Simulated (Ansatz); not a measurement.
**C2H6ClSi2 radical: how energies converge with the basis set**

The task here is to estimate one member of a computed series from the others.

Program: Ansatz 0.2.0, Gaussian basis. Level of theory: one geometry, several basis sets. These are calculated values, not measurements.

The runs, in order: PBE0-D4/def2-SVP; ωB97M-V/def2-SVP; PBE0-D4/def2-QZVPP; ωB97M-V/def2-QZVPP; the functionals' def2-TZVPP values are taken from earlier runs.

**The relaxed structure**

An earlier PBE0-D4 in a triple-zeta def2 set relaxation fixed the geometry.

SMILES `[SiH2]/C=C/[SiH2]Cl`, 11 atoms, charge 0, spin multiplicity 2.

Atoms are counted from 1 here; the program's logs count them from 0.

Bond lengths: Si1–C2 1.835 Å, Si1–H6 1.485 Å, Si1–H7 1.485 Å, C2–C3 1.348 Å, C2–H8 1.091 Å, C3–Si4 1.849 Å, C3–H9 1.090 Å, Si4–Cl5 2.062 Å, Si4–H10 1.483 Å, Si4–H11 1.483 Å. Angles: C2–Si1–H6 112.7°, C2–Si1–H7 113.9°, H6–Si1–H7 113.2°, Si1–C2–C3 124.4°, Si1–C2–H8 117.2°, C3–C2–H8 118.3°, C2–C3–Si4 122.3°, C2–C3–H9 119.0°, Si4–C3–H9 118.8°, C3–Si4–Cl5 110.3°, C3–Si4–H10 111.9°, C3–Si4–H11 109.0°, Cl5–Si4–H10 106.4°, Cl5–Si4–H11 108.4°, H10–Si4–H11 110.8°.

Coordinates:

```csv
atom,x (Å),y (Å),z (Å)
Si1,-0.5518,1.5277,1.9606
C2,-0.5878,0.4486,0.4764
C3,0.4898,-0.1766,-0.0376
Si4,0.3743,-1.3010,-1.5007
Cl5,0.9754,-3.2048,-0.9870
H6,0.8119,2.0255,2.2751
H7,-1.5783,2.6004,1.9508
H8,-1.5621,0.2539,0.0255
H9,1.4663,-0.0038,0.4156
H10,1.2637,-0.8648,-2.6043
H11,-1.0361,-1.3620,-1.9539
```

Set-up of the first run:

Contents of in.yaml:

```yaml
crystal:
  periodic: [false, false, false]
  atoms:
    - {symbol: Si, position_ang: [-0.551778, 1.527651, 1.960625]}
    - {symbol: C, position_ang: [-0.587824, 0.448650, 0.476353]}
    - {symbol: C, position_ang: [0.489804, -0.176631, -0.037552]}
    - {symbol: Si, position_ang: [0.374325, -1.300986, -1.500708]}
    - {symbol: Cl, position_ang: [0.975405, -3.204823, -0.986985]}
    - {symbol: H, position_ang: [0.811926, 2.025505, 2.275106]}
    - {symbol: H, position_ang: [-1.578284, 2.600359, 1.950803]}
    - {symbol: H, position_ang: [-1.562114, 0.253883, 0.025545]}
    - {symbol: H, position_ang: [1.466255, -0.003800, 0.415584]}
    - {symbol: H, position_ang: [1.263685, -0.864849, -2.604293]}
    - {symbol: H, position_ang: [-1.036099, -1.361956, -1.953880]}
basis:
  gaussian: {orbitals: def2-SVP}
magnetization: {spin_polarized: true, initial_magnetization: 1}
hamiltonian: {xc: pbe0, dispersion: d4}
output: {orbitals: {seedname: orbitals}}
```

Among the steps run: PBE0-D4 in def2-SVP; ωB97M-V in def2-SVP; PBE0-D4 in def2-QZVPP; ωB97M-V in def2-QZVPP.

One table of the session follows, with a row left open; its other results are not shown here.

It belongs to the step «Density functionals: the series». 

```
functional       basis  HOMO (eV)  LUMO (eV)
   PBE0-D4    def2-SVP      -6.02      -2.74
   PBE0-D4  def2-TZVPP      -6.05      -2.79
   PBE0-D4  def2-QZVPP      -6.06      -2.81
   ωB97M-V    def2-SVP      -7.65      -0.99
   ωB97M-V  def2-TZVPP          ?          ?
   ωB97M-V  def2-QZVPP      -7.72      -1.16
```

Q: Estimate the row for ωB97M-V, def2-TZVPP from the others.

The run gave: HOMO (eV): -7.70; LUMO (eV): -1.10. In the column «HOMO (eV)» it lies between ωB97M-V, def2-QZVPP (-7.72) and ωB97M-V, def2-SVP (-7.65).
